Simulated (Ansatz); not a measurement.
**InSb3 in Ansatz: the effect of functional**

Crystal: InSb3.

```
Sb In
1.0
     4.77411    0.00000    0.00000
     0.00000    4.77411    0.00000
     0.00000    0.00000    4.77411
Sb In
3 1
Direct
  0.50000 0.50000 0.00000
  0.00000 0.50000 0.50000
  0.50000 0.00000 0.50000
  0.00000 0.00000 0.00000
```

The cell comes from a database or a generator and needn't be the stable form of this composition.

The cell isn't the ideal one: volume scaled by 0.98.

Alike in all runs:

| Quantity | Value |
| --- | --- |
| Program | Ansatz 0.2.0 |
| Task | single point |
| Potentials or basis | Ansatz PAW |
| k mesh | 6 × 6 × 6 |
| Occupations | fermi-dirac, width 0.05 eV |
| Spin | no spin polarisation |

| functional | cutoff | pressure (GPa) |
| --- | --- | --- |
| LDA | 420 eV (not typed: the program's choice for these potentials) | -2.9 |
| r2SCAN | 500 eV (not typed: the program's choice for these potentials) | 0.5 |
| PBE | 420 eV (not typed: the program's choice for these potentials) | ? |

Problem. What does the run with functional PBE give?

Solution. Pressure 1.3 GPa.

Caveats: the PAW data sets come from PBE, with cores solved anew for the run's functional, which leaves a small shift of forces and pressure (some runs).
